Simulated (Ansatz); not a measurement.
# ClH3O4W: the cost of one run

Method: the settings change from run to run; program: Ansatz 0.2.0, Gaussian basis.

**1. The molecule**

An earlier PBE0-D4 in a triple-zeta def2 set relaxation fixed the geometry. W takes a core potential in def2 sets; no spin-orbit term is included.

9 atoms, charge 0, spin multiplicity 1.

Atoms are counted from 1 here; the program's logs count them from 0.

Bond lengths: O1–W2 1.699 Å, W2–O3 1.879 Å, W2–O4 1.874 Å, W2–O5 1.874 Å, W2–Cl6 2.421 Å, O3–H7 0.966 Å, O4–H8 0.963 Å, O5–H9 0.963 Å. Angles: O1–W2–O3 92.8°, O1–W2–O4 96.0°, O1–W2–O5 95.9°, O1–W2–Cl6 177.0°, O3–W2–O4 120.2°, O3–W2–O5 120.2°, O3–W2–Cl6 84.2°, O4–W2–O5 117.5°, O4–W2–Cl6 85.6°, O5–W2–Cl6 85.6°, W2–O3–H7 112.3°, W2–O4–H8 118.3°, W2–O5–H9 118.3°.

**2. B2PLYP/def2-mTZVP**

in.yaml

```yaml
crystal:
  periodic: [false, false, false]
  atoms:
    - {symbol: O, position_ang: [0.017670, -1.250389, 1.311593]}
    - {symbol: W, position_ang: [0.029791, -0.082603, 0.077307]}
    - {symbol: O, position_ang: [1.899479, -0.151013, -0.093634]}
    - {symbol: O, position_ang: [-1.059968, -1.041737, -1.108412]}
    - {symbol: O, position_ang: [-0.775369, 1.275577, 1.087644]}
    - {symbol: Cl, position_ang: [0.173250, 1.571165, -1.685485]}
    - {symbol: H, position_ang: [2.228299, 0.452222, -0.772883]}
    - {symbol: H, position_ang: [-1.395424, -1.899648, -0.828676]}
    - {symbol: H, position_ang: [-1.029328, 1.080125, 1.995447]}
basis:
  gaussian: {orbitals: def2-mTZVP}
hamiltonian: {xc: {name: B2PLYP}}
output: {forces: true}
```

Started as:

```console
> ansatz run in.yaml --threads 4 --pin off --events-out ev --progress --plain --max-ram 11315MiB
```

**Question.** How long does this run take on 4 threads of Arm Neoverse V1, shared host, and how much memory does it need?

About 13 s, with a peak of 0.61 GiB.
